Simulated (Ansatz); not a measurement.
# AuF₃H₆NPSi₂: taking an electron away

How much energy removes an electron from AuF₃H₆NPSi₂ at fixed geometry? The cation is run at each level and the neutral's energy taken from earlier runs.

The runs use Ansatz 0.2.0, Gaussian basis; unrestricted cation, the program's frozen cores in correlated methods.

Plan: UKS PBE-D4/def2-TZVPP; UKS r2SCAN-D4/def2-TZVPP; UKS PBE0-D4/def2-TZVPP; UKS B3LYP-D4/def2-TZVPP; UKS wB97X-V/def2-TZVPP; UKS wB97M-V/def2-TZVPP; UKS B2PLYP/def2-TZVPP; UHF-CCSD(T)/def2-TZVPP; UHF-MP2/def2-QZVPP; extrapolation to the limit; then −ε(HOMO) from the neutral's earlier runs with LDA (SPW92), PBE-D4, revPBE-D4, BLYP-D4, r2SCAN-D4, B97M-V, PBE0-D4, B3LYP-D4, r2SCANh-D4, r2SCAN0-D4, HSE06-D4, BHLYP-D4, CAM-B3LYP-D4, LC-ωPBE, ωB97X-V, ωB97M-V.

## Step 1: The geometry

An earlier PBE0-D4 in a triple-zeta def2 set relaxation fixed the geometry. Au takes the def2 core potential; no spin-orbit term is included.

SMILES `F[P+](F)(F)[Au-][N]([SiH3])[SiH3]`, 14 atoms, charge 0, spin multiplicity 1.

Atoms are counted from 1 here; the program's logs count them from 0.

Bond lengths: F1–P2 1.545 Å, P2–F3 1.544 Å, P2–F4 1.544 Å, P2–Au5 2.175 Å, Au5–N6 1.991 Å, N6–Si7 1.720 Å, N6–Si8 1.720 Å, Si7–H9 1.491 Å, Si7–H10 1.490 Å, Si7–H11 1.493 Å, Si8–H12 1.491 Å, Si8–H13 1.493 Å, Si8–H14 1.490 Å. Angles: F1–P2–F3 99.4°, F1–P2–F4 99.7°, F1–P2–Au5 118.6°, F3–P2–F4 99.9°, F3–P2–Au5 118.0°, F4–P2–Au5 117.6°, P2–Au5–N6 179.6°, Au5–N6–Si7 117.4°, Au5–N6–Si8 117.3°, Si7–N6–Si8 124.9°, N6–Si7–H9 111.0°, N6–Si7–H10 109.5°, N6–Si7–H11 113.2°, H9–Si7–H10 108.8°, H9–Si7–H11 106.5°, H10–Si7–H11 107.7°, N6–Si8–H12 111.0°, N6–Si8–H13 113.2° and more.

As a file:

```csv
atom,x (Å),y (Å),z (Å)
F1,-3.6383,2.0477,0.6090
P2,-2.1697,2.1483,1.0773
F3,-2.3968,2.2225,2.6029
F4,-1.9013,3.6384,0.7756
Au5,-0.7354,0.6957,0.3272
N6,0.5717,-0.6347,-0.3708
Si7,1.8108,-0.0539,-1.4126
Si8,0.4881,-2.2314,0.2628
H9,1.2544,0.8756,-2.4366
H10,2.4573,-1.2027,-2.1067
H11,2.8789,0.7005,-0.6927
H12,-0.9211,-2.7154,0.3075
H13,1.0166,-2.3401,1.6547
H14,1.2848,-3.1504,-0.5975
```

## Step 2: Cation, UKS PBE-D4/def2-TZVPP

File in.yaml:

```yaml
crystal:
  periodic: [false, false, false]
  atoms:
    - {symbol: F, position_ang: [-3.638346, 2.047717, 0.609046]}
    - {symbol: P, position_ang: [-2.169707, 2.148294, 1.077258]}
    - {symbol: F, position_ang: [-2.396817, 2.222480, 2.602947]}
    - {symbol: F, position_ang: [-1.901339, 3.638357, 0.775586]}
    - {symbol: Au, position_ang: [-0.735383, 0.695683, 0.327212]}
    - {symbol: N, position_ang: [0.571682, -0.634679, -0.370820]}
    - {symbol: Si, position_ang: [1.810843, -0.053917, -1.412632]}
    - {symbol: Si, position_ang: [0.488142, -2.231420, 0.262844]}
    - {symbol: H, position_ang: [1.254354, 0.875563, -2.436582]}
    - {symbol: H, position_ang: [2.457296, -1.202702, -2.106728]}
    - {symbol: H, position_ang: [2.878947, 0.700532, -0.692734]}
    - {symbol: H, position_ang: [-0.921112, -2.715352, 0.307454]}
    - {symbol: H, position_ang: [1.016597, -2.340150, 1.654653]}
    - {symbol: H, position_ang: [1.284834, -3.150396, -0.597515]}
basis:
  gaussian: {orbitals: def2-TZVPP}
total_charge: 1
magnetization: {spin_polarized: true, initial_magnetization: 1}
hamiltonian: {xc: pbe, dispersion: d4}
```

Command:

```console
ansatz run in.yaml --threads 4 --pin off --events-out ev --progress --plain --max-ram 41984MiB --backend cuda --devices 0, --max-vram 37GiB
```

After this run come: Cation, UKS r2SCAN-D4/def2-TZVPP; Cation, UKS PBE0-D4/def2-TZVPP; Cation, UKS B3LYP-D4/def2-TZVPP; Cation, UKS wB97X-V/def2-TZVPP; Cation, UKS wB97M-V/def2-TZVPP; Cation, UKS B2PLYP (frozen core)/def2-TZVPP; Cation, UHF-CCSD(T)/def2-TZVPP; Cation, UHF-MP2/def2-QZVPP.

Q: Predict the results of all the runs planned. Wanted: ionisation energy, CCSD(T)/CBS; nearest functional by difference; nearest −ε(HOMO); −ε(HOMO) of PBE; T1 of the cation.

The runs gave:

| quantity | value |
| --- | --- |
| ionisation energy, CCSD(T)/CBS | 8.89 eV |
| nearest functional by difference | ωB97M-V (-0.26 eV) |
| nearest −ε(HOMO) | ωB97M-V (+0.19 eV) |
| −ε(HOMO) of PBE | 5.74 eV |
| T1 of the cation | 0.020 |

By cation minus neutral, the functionals miss by 0.54 eV at most. The PBE orbital energy is 3.1 eV too small: a semilocal HOMO is no ionisation energy. Among orbital estimates ωB97M-V comes nearest. Hartree-Fock falls 1.59 eV short, as the neutral has more correlation energy than the cation. Correlated methods include outer-core shells of Au, which these sets cover unevenly.
